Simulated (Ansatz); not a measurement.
# LiTiH6O2F6: a single-point run

Aim: the field gradients at the nuclei of LiTiH6O2F6, from a sound single-point run.

Program: Ansatz 0.2.0. Level of theory: Kohn-Sham DFT, with the functional, basis and potentials that each input names (as first typed). These are calculated values, not measurements.

**1. Starting point**

It takes space group P321 (No. 150, trigonal). The conventional cell has a = 6.136 Å, b = 6.136 Å, c = 5.615 Å, α = 90.00°, β = 90.00°, γ = 120.00°. Around Li (site symmetry 32) lie 6 F at 2.12 Å. Around Ti (site symmetry 32) lie 6 F at 1.99 Å. H (site symmetry 1) is surrounded by 1 O at 1.03 Å. O (site symmetry 3) has 3 H at 1.03 Å as nearest neighbours. F (site symmetry 1) has 1 H at 1.44 Å and 1 Ti at 1.99 Å as nearest neighbours.

Coordinates:

```
Li Ti H O F
1.0
     6.13591    0.00000    0.00000
    -3.06796    5.31385    0.00000
     0.00000    0.00000    5.61519
Li Ti H O F
1 1 6 2 6
Direct
  0.00000 0.00000 0.50000
  0.00000 0.00000 0.00000
  0.18593 0.49315 0.27606
  0.50685 0.69278 0.27606
  0.49315 0.18593 0.72394
  0.30722 0.81407 0.27606
  0.69278 0.50685 0.72394
  0.81407 0.30722 0.72394
  0.33333 0.66667 0.32299
  0.66667 0.33333 0.67702
  0.25010 0.01186 0.23414
  0.98814 0.23824 0.23414
  0.01186 0.25010 0.76586
  0.76176 0.74990 0.23414
  0.23824 0.98814 0.76586
  0.74990 0.76176 0.76586
```

**2. The calculation**

The input, input.yaml:

```yaml
crystal:
  lattice:
    - [6.135910461, 0.0, 0.0]
    - [-3.0679552305, 5.3138543346, 0.0]
    - [0.0, 0.0, 5.615189]
  atoms:
    - { symbol: Li, position: [0.0, 0.0, 0.5] }
    - { symbol: Ti, position: [0.0, 0.0, 0.0], spin: 1.0 }
    - { symbol: H, position: [0.185931, 0.493148, 0.276063] }
    - { symbol: H, position: [0.506852, 0.692783, 0.276063] }
    - { symbol: H, position: [0.493148, 0.185931, 0.723937] }
    - { symbol: H, position: [0.307217, 0.814069, 0.276063] }
    - { symbol: H, position: [0.692783, 0.506852, 0.723937] }
    - { symbol: H, position: [0.814069, 0.307217, 0.723937] }
    - { symbol: O, position: [0.3333333333, 0.6666666667, 0.322985] }
    - { symbol: O, position: [0.6666666667, 0.3333333333, 0.677015] }
    - { symbol: F, position: [0.250102, 0.01186, 0.234136] }
    - { symbol: F, position: [0.98814, 0.238242, 0.234136] }
    - { symbol: F, position: [0.01186, 0.250102, 0.765864] }
    - { symbol: F, position: [0.761758, 0.749898, 0.234136] }
    - { symbol: F, position: [0.238242, 0.98814, 0.765864] }
    - { symbol: F, position: [0.749898, 0.761758, 0.765864] }
magnetization:
  spin_polarized: true
kpoints:
  mp_grid: { grid: [5, 5, 4] }
scf:
  occupations: { method: fermi_dirac, width: 0.02 }
  max_iter: 100
hamiltonian:
  xc: pbe
  pseudopotentials: { kind: paw, frozen_core: stored }
  hubbard: { sites: [{ species: F, l: f, u_eff: 4.0 }] }
output:
  forces: true
  stress: true
  populations: true
  efg:
    quadrupole_moments_barn: { Li: -0.0401, Ti: 0.247, H: 0.00285783, O: -0.02558 }
```

The run is started by

```sh
$ ansatz run input.yaml --threads 1 --pin off --max-ram 3072MiB --backend cpu --events-out ev --progress --plain --runs-dir out
```

Log:

```text
Error: inconsistent input (hamiltonian.hubbard.sites[].l, hamiltonian.hubbard.sites[].shell): the file of F doesn't list 4f, and it can't be added: PBE doesn't bind the shell 4f of the free atom, whose level lies at +1.15 eV. Type an atom or ion with it (hamiltonian.pseudopotentials.projection_atoms), take another file or name another shell
```

Wall time 0.09 s (1 thread of AMD EPYC 9R45 (Zen 5), shared host); peak memory 0.1 GiB.

**3. What went wrong**

The program refused the input before any cycle. Its message: «inconsistent input (hamiltonian.hubbard.sites[].l, hamiltonian.hubbard.sites[].shell): the file of F doesn't list 4f, and it can't be added: PBE doesn't bind the shell 4f of the free atom, whose level lies at +1.15 eV ...»

Look at the input: hamiltonian.hubbard.sites is [{species: F, l: f, u_eff: 4.0}]. There is no such shell to put a U on.

Fix: delete hamiltonian.hubbard.sites.

**4. Again, with the input mended**

Level of this run: DFT, PBE, plane-wave PAW, default files, scalar-relativistic, frozen cores.

Besides the cure, the input differs in scf.max_iter, output requests.

Changes to input.yaml since step 2:

```diff
@@ -28,3 +28,2 @@
   occupations: { method: fermi_dirac, width: 0.02 }
-  max_iter: 100
 hamiltonian:
@@ -32,3 +31,2 @@
   pseudopotentials: { kind: paw, frozen_core: stored }
-  hubbard: { sites: [{ species: F, l: f, u_eff: 4.0 }] }
 output:
@@ -39 +37,5 @@
     quadrupole_moments_barn: { Li: -0.0401, Ti: 0.247, H: 0.00285783, O: -0.02558 }
+  write_density: true
+  write_potential: true
+  elf: true
+  volumetric_format: npy
```

The run is started by

```sh
$ ansatz run input.yaml --threads 1 --pin off --max-ram 3072MiB --backend cpu --events-out ev --progress --plain --runs-dir out
```

From the output:

```text
[...]
Basis set: ecut = 420 eV, 3553 PW (Γ), exchange–correlation on 90×90×80 points (8 copies of the dense FFT grid, shifted against one another)
[...]
Magnetic group: BNS 150.25 (UNI 1255), of the structure as read, at distance tolerance 5.7e-5 Å
k-points: 17 of 100 (time reversal used)
[...]
SCF iter   1: F=—  HF=-8801.207567 eV  |F-HF|=—  |Δ(HF+E_count)|=         —  Δρ=7.04e-2 (↑7.04e-2 ↓5.75e-2)  dr2=3.64e1  dr2_m=2.76e-1  M=1.000 μB ∫|m|=1.271 μB  β_m=0.30  ethr=3.10e-3  ⟨swp⟩=6.5  Hψ=8007  notcnv=0  defer=25
[...]
preconditioner: auto → Resta (q_TF=auto, 2.351 Å⁻¹)  ε∞=2.8  [insulator: Δε(μ)=0.054 eV  Ē_g=16.608 eV  σ=0.020 eV  W_gap=0.58  n_scr=40 (ndim 8)  ℏωp=22.1 eV  f_vac=0.189  D(μ)=4.13/eV (n_scr^D=20)  ε∞_Penn≈2.8]
[...]
SCF iter   2: F=—  HF=-8796.001367 eV  |F-HF|=—  |Δ(HF+E_count)|=    5.21e0  Δρ=2.92e-2 (↑2.92e-2 ↓2.44e-2)  dr2=6.30e0  dr2_m=9.77e-2  M=1.000 μB ∫|m|=1.119 μB  β_m=0.38  ethr=3.10e-3  ⟨swp⟩=3.0  Hψ=3864  notcnv=0  defer=338
[...]
SCF iter  10: F=—  HF=-8794.394670 eV  |F-HF|=—  |Δ(HF+E_count)|=   1.93e-8  Δρ=2.04e-6 (↑2.04e-6 ↓1.70e-6)  dr2=2.12e-8  dr2_m=2.04e-9  M=1.000 μB ∫|m|=1.069 μB  β_m=0.75  ethr=4.43e-10  ⟨swp⟩=2.4  Hψ=3164  notcnv=0  defer=323
SCF iter  11: F=-8794.394670 eV  HF=-8794.394670 eV  |F-HF|=1.69e-10  |Δ(HF+E_count)|=   5.94e-9  Δρ=5.74e-7 (↑5.74e-7 ↓5.42e-7)  dr2=5.43e-10  dr2_m=3.74e-10  M=1.000 μB ∫|m|=1.069 μB  ethr=2.82e-11  ⟨swp⟩=16.9  Hψ=14955  notcnv=0
[...]
SCF converged after 11 iterations
Magnetization: 1.0000 μB (38.0000 up, 37.0000 down)
[...]
Free energy (F): -8794.394670 eV
[...]
E sigma→0 (E₀):  -8794.394342 eV
[...]
Fermi energy:    3.316919 eV
[...]
  P = ⅓ Tr σ = 0.4646 GPa (4.646 kbar)
[...]
```

It took 17 s on 1 thread of AMD EPYC 9R45 (Zen 5), shared host; peak memory 0.65 GiB.

The printed gradients, by site:

| site | atoms | first shell | V_zz (10²¹ V/m²) | η | C_Q (MHz) | m (μB) | B_c (T) |
| --- | --- | --- | --- | --- | --- | --- | --- |
| Li | 1 | 6 F at 2.12 Å | -0.036 | 0.00 | 0.035 (⁷Li) | 0.00 | 0.0 |
| Ti | 2 | 6 F at 1.99 Å | -14.25 | 0.00 | -85.1 (⁴⁹Ti) | 0.70 | -1.6 |
| H | 3, 4, 5, 6, … | 1 O at 1.03 Å; also 1 F at 1.44 Å | 2.06 | 0.20 | 0.142 (²H) | 0.00 | 0.0 |
| O | 9, 10 | 3 H at 1.03 Å | -14.42 | 0.00 | 8.92 (¹⁷O) | 0.00 | -0.1 |
| F | 11, 12, 13, 14, … | 1 Ti at 1.99 Å, 1 Li at 2.12 Å; also 1 H at 1.44 Å | 6.34 | 0.64 | – | 0.00 | 0.0 |

Conventions: |V_zz| ≥ |V_yy| ≥ |V_xx|, η = (V_xx − V_yy)/V_zz, C_Q = eQV_zz/h. Quadrupole moments are those of Pyykkö's year-2017 table. A dash under C_Q marks elements without a common quadrupolar isotope.

B_c = (2μ₀/3) μB (ρ↑ − ρ↓) at the nucleus, 7.77 T per e/Å³, positive along the run's up direction; orbital and dipolar fields are not in it. One atom of each site is listed; partners with reversed moments have reversed fields.

**5. Outcome**

| quantity | value |
| --- | --- |
| first try | refused |
| cause | U on a missing shell |
| second try | converged, 11 SCF cycles |
| energy (zero set by the potentials) | -8794.3947 eV |
| pressure | 0.46 GPa |
| absolute moment | 1.07 μB |
| largest force | 0.092 eV/Å |
| largest V_zz in size | 14.42 × 10²¹ V/m² at O |

**Reading.** The mended input goes through in 11 SCF cycles. The largest force in the second run is 0.092 eV/Å, so the atoms are not at their relaxed places.
